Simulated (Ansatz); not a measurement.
# Hf2: the cost of one run

Computed with Ansatz 0.2.0, Gaussian basis. Level: def2-TZVPP, core rule «outside noble gas», up to 8 orbitals frozen.

The runs, in order: UHF; ROHF; CCSD(T) on UHF.

## Step 1: The geometry

The geometry is a PBE0/def2-TZVP stationary point (not a proven minimum). No spin-orbit coupling is included. Elements past krypton take def2 core potentials.

2 atoms, charge 0, spin multiplicity 5.

Atoms are counted from 1 here; the program's logs count them from 0.

Bond lengths: Hf1–Hf2 2.714 Å.

## Step 2: UHF

Contents of in.yaml:

```yaml
crystal:
  periodic: [false, false, false]
  atoms:
    - {symbol: Hf, position_ang: [0.000000, 0.000000, 0.000000]}
    - {symbol: Hf, position_ang: [0.000000, 0.000000, 2.713600]}
basis:
  gaussian: {orbitals: def2-TZVPP}
magnetization: {spin_polarized: true, initial_magnetization: 4}
hamiltonian: {xc: hf}
output: {orbitals: {seedname: orbitals}}
```

The run is started by

```
$ ansatz run in.yaml --threads 1 --pin off --events-out ev --progress --plain --max-ram 4096MiB --backend cpu
```

Q: Estimate wall time and peak memory on 1 thread of AMD EPYC 7R13, shared host.

About 34 s, with a peak of 0.28 GiB.
